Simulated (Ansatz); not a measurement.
Hf2Pd2Se2Br2O3:

```
Hf Pd Se Br O
1.0
    -1.89227    2.67212   12.28423
     1.89227   -2.67212   12.28423
     1.89227    2.67212  -12.28423
Hf Pd Se Br O
2 2 2 2 3
Cartesian
  0.0000 0.0000 22.6263
  0.0000 0.0000 1.9421
  0.0000 0.0000 16.7881
  0.0000 0.0000 7.7803
  0.0000 2.6721 2.8934
  1.8923 0.0000 9.3908
  0.0000 0.0000 19.3256
  0.0000 0.0000 5.2429
  0.0000 2.6721 9.8571
  1.8923 0.0000 2.4271
  0.0000 0.0000 0.0000
```

The cell was built by a generator and needn't be a form met in nature.

* Program: Ansatz 0.2.0
* Task: relaxation of cell and atoms
* Functional: PBEsol
* Potentials or basis: Ansatz PAW
* Cutoff: 420 eV (not typed: the program's choice for these potentials)
* k mesh: 6 × 6 × 6
* Occupations: fermi-dirac, width 0.05 eV
* Spin: no spin polarisation

At the start: volume 22.59 Å³/atom.

Question: How do energy, volume and symmetry change on relaxing?

Answer: It ends after 10 steps and the volume is 21.41 Å³/atom (-5.2 %); space group Immm (No. 71, to 0.05 Å).

The path:
| step | energy change (eV) | largest force (eV/Å) | volume (Å³) |
| --- | --- | --- | --- |
| 1 | 0.0000 | 0.2977 | 248.45 |
| 2 | -0.1387 | 0.1844 | 238.15 |
| 3 | -0.1430 | 0.4809 | 236.49 |
| 4 | -0.1564 | 0.0346 | 236.02 |
| 5 | -0.1584 | 0.0310 | 235.97 |
| 6 | -0.1600 | 0.0154 | 235.71 |
| 7 | -0.1602 | 0.0030 | 235.76 |
| 8 | -0.1498 | 0.0031 | 235.76 |
| 9 | -0.1502 | 0.0014 | 235.49 |
| 10 | -0.1499 | 0.0014 | 235.49 |

Final structure:
```yaml
crystal:
  lattice:
    - [-1.86290, 2.57215, 12.28646]
    - [1.86290, -2.57215, 12.28646]
    - [1.86290, 2.57215, -12.28646]
  atoms:
    - { symbol: Hf, position: [0.92144, 0.92144, 0.00000] }
    - { symbol: Hf, position: [0.07856, 0.07856, 0.00000] }
    - { symbol: Pd, position: [0.68544, 0.68544, 0.00000] }
    - { symbol: Pd, position: [0.31456, 0.31456, 0.00000] }
    - { symbol: Se, position: [0.62081, 0.12081, 0.50000] }
    - { symbol: Se, position: [0.37919, 0.87919, 0.50000] }
    - { symbol: Br, position: [0.78704, 0.78704, 0.00000] }
    - { symbol: Br, position: [0.21296, 0.21296, 0.00000] }
    - { symbol: O, position: [0.90011, 0.40011, 0.50000] }
    - { symbol: O, position: [0.09989, 0.59989, 0.50000] }
    - { symbol: O, position: [0.00000, 0.00000, 0.00000] }
```

Caveat: the plane-wave basis is chosen anew once the cell has moved, so the energies of steps on either side of that aren't comparable; the PAW data sets come from PBE, with cores solved anew for the run's functional, which leaves a small shift of forces and pressure.
